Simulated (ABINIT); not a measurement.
# Hf in ABINIT: work function with PBE

Aim: the work function of Hf with PBE.

Everything below comes from runs of ABINIT 10.8.3 (patched build). Logs are shortened: lines on timing, memory, paths and dates and some standing lists are left out, and cuts for length are marked. The log counts tension as positive stress, the text compression.

### Step 1. The structure

The cell holds a sheet with vacuum, 1 atom: a = 2.779 Å, b = 2.779 Å, c = 23.800 Å, α = 90.00°, β = 90.00°, γ = 90.00°.

The cell was built by a generator and needn't be a form met in nature.

### Step 2. Work function, PBE

run.abi reads:

```
pp_dirpath "./"
pseudos "Hf.GGA_PBE-JTH.xml"

acell 5.2510953661 5.2510953661 44.9754817661
rprim
     1.0000000000     0.0000000000     0.0000000000
     0.0000000000     1.0000000000     0.0000000000
     0.0000000000     0.0000000000     1.0000000000
ntypat 1
znucl 72
natom 1
typat 1
xred
     0.0000000000     0.0000000000     0.2941200000
chkprim 0
chksymtnons 0
tolsym 1.0e-6

ecut 19.0
pawecutdg 38.0
pawxcdev 0

kptopt 1
ngkpt 10 10 1
nshiftk 1
shiftk 0.0 0.0 0.0

ixc 11

nband 10
occopt 3
tsmear 0.05 eV

nstep 120
tolvrs 1.0e-9

iomode 3
prtwf 0
prteig 0
prtebands 0
enunit 2
prtvol 2
prtden 1
prtvha 1
prtvclmb 1
prtpot 1
```

Potentials or basis: JTH PAW PBE v2.0.

Run with:

```
$ mpirun --bind-to none -np 4 abinit run.abi > log 2>&1
```

run.abo:

```text
.Version 10.8.3 of ABINIT
 Symmetries : space group P4/m m m (#123); Bravais tP (primitive tetrag.)
================================================================================
 Values of the parameters that define the memory need of the present run
     intxc =       0    ionmov =       0      iscf =      17    lmnmax =      18
     lnmax =       6     mgfft =     180  mpssoang =       3    mqgrid =   12481
     natom =       1  nloc_mem =       2    nspden =       1   nspinor =       1
    nsppol =       1      nsym =      16    n1xccc =       1    ntypat =       1
    occopt =       3   xclevel =       2
       mpw =        4936          nfft =      103680          nkpt =          21
 PAW method is used; the additional fine FFT grid is defined by:
   mgfftf=       250    nfftf =    225000
================================================================================
================================================================================

--------------------------------------------------------------------------------
------------- Echo of variables that govern the present computation ------------
--------------------------------------------------------------------------------
 -outvars: echo values of preprocessed input variables --------
            acell      5.2510953661E+00  5.2510953661E+00  4.4975481766E+01 Bohr
              amu      1.78490000E+02
          chkprim           0
      chksymtnons           0
             ecut      1.90000000E+01 Hartree
           enunit           2
              ixc          11
         kptrlatt       10    0    0      0   10    0      0    0    1
          kptrlen      5.25109537E+01
            natom           1
            nband          10
            ngfft          24      24     180
          ngfftdg          30      30     250
             nkpt          21
            nstep         120
             nsym          16
           ntypat           1
           occopt           3
        pawecutdg      3.80000000E+01 Hartree
         pawxcdev           0
        prtebands           0
           prteig           0
           prtpot           1
         prtvclmb           1
           prtvha           1
           prtvol           2
            prtwf           0
          spgroup         123
           tolsym      1.00000000E-06
           tolvrs      1.00000000E-09
           tsmear      1.83746611E-03 Hartree
            typat      1
           useylm           1
           xangst      0.0000000000E+00  0.0000000000E+00  7.0000559953E+00
            xcart      0.0000000000E+00  0.0000000000E+00  1.3228188697E+01
             xred      0.0000000000E+00  0.0000000000E+00  2.9412000000E-01
            znucl       72.00000

================================================================================

 chkinp: Checking input parameters for consistency.

================================================================================
== DATASET  1 ==================================================================

--- !DatasetInfo
iteration_state: {dtset: 1, }
dimensions: {natom: 1, nkpt: 21, mband: 10, nsppol: 1, nspinor: 1, nspden: 1, mpw: 4936, }
cutoff_energies: {ecut:  19.0, pawecutdg:  38.0, }
electrons: {nelect:   1.20000000E+01, charge:   0.00000000E+00, occopt:   3.00000000E+00, tsmear:   1.83746611E-03, }
meta: {optdriver: 0, ionmov: 0, optcell: 0, iscf: 17, paral_kgb: 0, }
...

 Exchange-correlation functional for the present dataset will be:
  GGA: Perdew-Burke-Ernzerhof functional - ixc=11
  J.P.Perdew, K.Burke, M.Ernzerhof, PRL 77, 3865 (1996)

 Real(R)+Recip(G) space primitive vectors, cartesian coordinates (Bohr,Bohr^-1):
 R(1)=  5.2510954  0.0000000  0.0000000  G(1)=  0.1904365  0.0000000  0.0000000
 R(2)=  0.0000000  5.2510954  0.0000000  G(2)=  0.0000000  0.1904365  0.0000000
 R(3)=  0.0000000  0.0000000 44.9754818  G(3)=  0.0000000  0.0000000  0.0222343
 Unit cell volume ucvol=  1.2401540E+03 bohr^3
 Angles (23,13,12)=  9.00000000E+01  9.00000000E+01  9.00000000E+01 degrees

 Coarse grid specifications (used for wave-functions):

 getcut: wavevector=  0.0000  0.0000  0.0000  ngfft=  24  24 180
         ecut(hartree)=     19.000   => boxcut(ratio)=   2.03965

 Fine grid specifications (used for densities):

 getcut: wavevector=  0.0000  0.0000  0.0000  ngfft=  30  30 250
         ecut(hartree)=     38.000   => boxcut(ratio)=   2.00312

--- Pseudopotential description ------------------------------------------------
- pspini: atom type   1  psp file is ./Hf.GGA_PBE-JTH.xml
 Pseudopotential format is: paw10
 basis_size (lnmax)=  6 (lmn_size= 18), orbitals=   0   0   1   1   2   2
 Spheres core radius: rc_sph= 2.41119446
 Shapefunction is SIN type: shapef(r)=[sin(pi*r/rshp)/(pi*r/rshp)]**2
 Radius for shape functions =  2.41119446
 Compensation charge density is not taken into account in XC energy/potential

   1.11394417E+03                                ecore*ucvol(ha*bohr**3)
--------------------------------------------------------------------------------

================================================================================

[... 128 lines left out ...]
   0.4000  0.3000  0.0000    1  2.89292E-12 kpt; spin; max resid(k); each band:
  3.21E-14 9.66E-14 4.52E-14 1.28E-14 4.05E-14 5.57E-14 1.30E-13 2.39E-13
  4.29E-13 2.89E-12
   0.5000  0.3000  0.0000    1  2.58786E-12 kpt; spin; max resid(k); each band:
  3.44E-14 1.12E-13 3.80E-14 9.55E-15 2.63E-14 2.06E-14 8.64E-14 8.95E-14
  1.99E-13 2.59E-12
   0.4000  0.4000  0.0000    1  1.00820E-12 kpt; spin; max resid(k); each band:
  3.16E-14 1.02E-13 8.81E-14 5.38E-15 1.65E-14 3.42E-14 1.66E-15 2.05E-13
  1.36E-13 1.01E-12
   0.5000  0.4000  0.0000    1  3.79199E-13 kpt; spin; max resid(k); each band:
  3.48E-14 1.27E-13 9.57E-14 2.82E-15 7.57E-15 1.29E-14 1.67E-14 9.99E-14
  2.08E-13 3.79E-13
   0.5000  0.5000  0.0000    1  2.54466E-13 kpt; spin; max resid(k); each band:
  3.61E-14 1.46E-13 1.46E-13 4.46E-16 2.14E-15 1.98E-15 2.06E-15 8.22E-14
  2.54E-13 2.54E-13
 reduced coordinates (array xred) for    1 atoms
       0.000000000000      0.000000000000      0.294120000000
 rms dE/dt=  0.0000E+00; max dE/dt=  0.0000E+00; dE/dt below (all hartree)
    1       0.000000000000      0.000000000000      0.000000000000

 cartesian coordinates (angstrom) at end:
    1      0.00000000000000     0.00000000000000     7.00005599525212

 cartesian forces (hartree/bohr) at end:
    1     -0.00000000000000    -0.00000000000000    -0.00000000000000
 frms,max,avg= 0.0000000E+00 0.0000000E+00   0.000E+00  0.000E+00  0.000E+00 h/b

 cartesian forces (eV/Angstrom) at end:
    1     -0.00000000000000    -0.00000000000000    -0.00000000000000
 frms,max,avg= 0.0000000E+00 0.0000000E+00   0.000E+00  0.000E+00  0.000E+00 e/A
 length scales=  5.251095366100  5.251095366100 44.975481766100 bohr
              =  2.778759998133  2.778759998133 23.799999983857 angstroms
 Fermi (or HOMO) energy (hartree) =  -0.14349   Average Vxc (hartree)=  -0.08693
 Eigenvalues (hartree) for nkpt=  21  k points:
 kpt#   1, nband= 10, wtk=  0.01000, kpt=  0.0000  0.0000  0.0000 (reduced coord)
  -2.42515   -1.28113   -1.24571   -1.24571   -0.33585   -0.20036   -0.15592   -0.13503
  -0.00391    0.00509
      occupation numbers for kpt#   1
   2.00000    2.00000    2.00000    2.00000    2.00000    2.00000    1.99769    0.01980
   0.00000    0.00000
 kpt#   2, nband= 10, wtk=  0.04000, kpt=  0.1000  0.0000  0.0000 (reduced coord)
  -2.42480   -1.28058   -1.25085   -1.24528   -0.32358   -0.19049   -0.14924   -0.13636
   0.00210    0.00299
      occupation numbers for kpt#   2
   2.00000    2.00000    2.00000    2.00000    2.00000    2.00000    1.91589    0.04051
   0.00000    0.00000
 kpt#   3, nband= 10, wtk=  0.04000, kpt=  0.2000  0.0000  0.0000 (reduced coord)
  -2.42386   -1.27912   -1.26383   -1.24415   -0.29259   -0.16519   -0.14524   -0.12615
  -0.01003    0.02351
      occupation numbers for kpt#   3
   2.00000    2.00000    2.00000    2.00000    2.00000    1.99999    1.44372    0.00016
[... 94 lines left out ...]
      occupation numbers for kpt#  19
   2.00000    2.00000    2.00000    2.00000    2.00000    0.01665    0.00000    0.00000
   0.00000    0.00000
 kpt#  20, nband= 10, wtk=  0.04000, kpt=  0.5000  0.4000  0.0000 (reduced coord)
  -2.41809   -1.28883   -1.28399   -1.27032   -0.23949   -0.13590   -0.11804   -0.03184
   0.06667    0.10309
      occupation numbers for kpt#  20
   2.00000    2.00000    2.00000    2.00000    2.00000    0.03168    0.00000    0.00000
   0.00000    0.00000
 kpt#  21, nband= 10, wtk=  0.01000, kpt=  0.5000  0.5000  0.0000 (reduced coord)
  -2.41774   -1.28815   -1.28815   -1.26979   -0.24969   -0.12796   -0.12796   -0.02194
   0.11793    0.11793
      occupation numbers for kpt#  21
   2.00000    2.00000    2.00000    2.00000    2.00000    0.00043    0.00043    0.00000
   0.00000    0.00000
 Fermi (or HOMO) energy (eV) =  -3.90462   Average Vxc (eV)=  -2.36543
 Eigenvalues (   eV  ) for nkpt=  21  k points:
 kpt#   1, nband= 10, wtk=  0.01000, kpt=  0.0000  0.0000  0.0000 (reduced coord)
 -65.99174  -34.86134  -33.89753  -33.89753   -9.13900   -5.45219   -4.24270   -3.67436
  -0.10634    0.13856
 kpt#   2, nband= 10, wtk=  0.04000, kpt=  0.1000  0.0000  0.0000 (reduced coord)
 -65.98207  -34.84626  -34.03727  -33.88583   -8.80494   -5.18349   -4.06091   -3.71067
   0.05727    0.08143
 kpt#   3, nband= 10, wtk=  0.04000, kpt=  0.2000  0.0000  0.0000 (reduced coord)
 -65.95668  -34.80653  -34.39055  -33.85503   -7.96167   -4.49507   -3.95231   -3.43267
  -0.27293    0.63969
 kpt#   4, nband= 10, wtk=  0.04000, kpt=  0.3000  0.0000  0.0000 (reduced coord)
 -65.92510  -34.80475  -34.75691  -33.81666   -6.94132   -4.48073   -3.73513   -2.35435
  -0.03179    0.63021
 kpt#   5, nband= 10, wtk=  0.04000, kpt=  0.4000  0.0000  0.0000 (reduced coord)
 -65.89940  -35.12391  -34.71636  -33.78538   -6.05601   -4.98781   -2.99527   -1.77230
  -0.13221    0.71056
 kpt#   6, nband= 10, wtk=  0.02000, kpt=  0.5000  0.0000  0.0000 (reduced coord)
 -65.88955  -35.24241  -34.70076  -33.77337   -5.67772   -5.18586   -2.27656   -2.18973
[... 31 lines left out ...]
 kpt#  17, nband= 10, wtk=  0.08000, kpt=  0.4000  0.3000  0.0000 (reduced coord)
 -65.83434  -35.00415  -34.65056  -34.61926   -5.58271   -4.04396   -2.50011   -1.92773
  -0.65863    1.22556
 kpt#  18, nband= 10, wtk=  0.04000, kpt=  0.5000  0.3000  0.0000 (reduced coord)
 -65.82466  -35.11901  -34.63435  -34.60447   -5.71493   -4.19166   -2.43261   -1.66685
  -0.57619    1.96232
 kpt#  19, nband= 10, wtk=  0.04000, kpt=  0.4000  0.4000  0.0000 (reduced coord)
 -65.80926  -34.96373  -34.95037  -34.58160   -6.26614   -3.66562   -3.18067   -1.16969
   1.60970    1.66851
 kpt#  20, nband= 10, wtk=  0.04000, kpt=  0.5000  0.4000  0.0000 (reduced coord)
 -65.79964  -35.07091  -34.93905  -34.56713   -6.51672   -3.69815   -3.21201   -0.86643
   1.81426    2.80511
 kpt#  21, nband= 10, wtk=  0.01000, kpt=  0.5000  0.5000  0.0000 (reduced coord)
 -65.79006  -35.05240  -35.05240  -34.55278   -6.79437   -3.48205   -3.48205   -0.59696
   3.20909    3.20909
 Total charge density [el/Bohr^3]
)     Maximum=    7.3872E-01  at reduced coord.    0.0000    0.0000    0.2960
)Next maximum=    7.3800E-01  at reduced coord.    0.0000    0.0000    0.2920
)     Minimum=    0.0000E+00  at reduced coord.    0.2333    0.0000    0.6160
)Next minimum=    0.0000E+00  at reduced coord.    0.2667    0.0000    0.6160
   Integrated=    1.2000E+01

--- !EnergyTerms
iteration_state     : {dtset: 1, }
comment             : Components of total free energy in Hartree
kinetic             :  5.46096825429969E+00
hartree             :  1.07312081760798E+02
xc                  : -8.98445831435360E+00
Ewald energy        :  6.95025574211992E+01
psp_core            :  8.98230482152868E-01
local_psp           : -2.04067907604705E+02
PAW spherical_terms : -2.00656716725562E+01
internal            : -4.99441996731645E+01
'-kT*entropy'       : -7.88976335445380E-04
total_energy        : -4.99449886494999E+01
total_energy_eV     : -1.35907237719268E+03
...

--- !EnergyTermsDC
iteration_state     : {dtset: 1, }
comment             : '"Double-counting" decomposition of free energy'
band_energy         : -1.32545681883045E+01
Ewald energy        :  6.95025574211992E+01
psp_core            :  8.98230482152868E-01
xc_dc               : -1.12441861517136E+02
PAW spherical_terms :  5.35144261323858E+00
internal            : -4.99441991888498E+01
'-kT*entropy'       : -7.88976335445380E-04
total_energy_dc     : -4.99449881651852E+01
total_energy_dc_eV  : -1.35907236401381E+03
...

--- !EnergyTermsWithPAWCore
iteration_state     : {dtset: 1, }
comment             : 'Components of total free energy, including PAW core contributions'
Total energy        : -1.50783956589090E+04
Total energy DC     : -1.50783956584247E+04
Total energy (eV)   : -4.10304048244296E+05
Total energy DC (eV): -4.10304048231117E+05
...

 Cartesian components of stress tensor (hartree/bohr^3)
  sigma(1 1)=  2.93400084E-06  sigma(3 2)=  0.00000000E+00
  sigma(2 2)=  2.93400084E-06  sigma(3 1)=  0.00000000E+00
  sigma(3 3)= -2.13316896E-06  sigma(2 1)=  0.00000000E+00

-Cartesian components of stress tensor (GPa)         [Pressure= -3.6628E-02 GPa]
- sigma(1 1)=  8.63212849E-02  sigma(3 2)=  0.00000000E+00
- sigma(2 2)=  8.63212849E-02  sigma(3 1)=  0.00000000E+00
- sigma(3 3)= -6.27599977E-02  sigma(2 1)=  0.00000000E+00

== END DATASET(S) ==============================================================
================================================================================

 -outvars: echo values of variables after computation  --------
            acell      5.2510953661E+00  5.2510953661E+00  4.4975481766E+01 Bohr
           etotal     -4.9944988165E+01
            fcart     -0.0000000000E+00 -0.0000000000E+00 -0.0000000000E+00
           strten      2.9340008374E-06  2.9340008374E-06 -2.1331689629E-06
                       0.0000000000E+00  0.0000000000E+00  0.0000000000E+00
           xangst      0.0000000000E+00  0.0000000000E+00  7.0000559953E+00
             xred      0.0000000000E+00  0.0000000000E+00  2.9412000000E-01
 Calculation completed.
```

Run time: 24 s. Hardware: 4 MPI ranks of Arm Neoverse V2, shared host; peak memory 0.6 GiB.

What came out:

```yaml
Free_energy: -1359.0724 eV
Band_gap_on_the_k_mesh: none (metal or under the smearing width)
Valence_electrons_inside_the_program's_atomic_spheres: Hf 9.57 (radii [1.2759] Å)
Work_function: 4.31 eV
```

Stress tensor (GPa, compression positive):
```
-0.09  0.00  0.00
 0.00 -0.09  0.00
 0.00  0.00  0.06
```
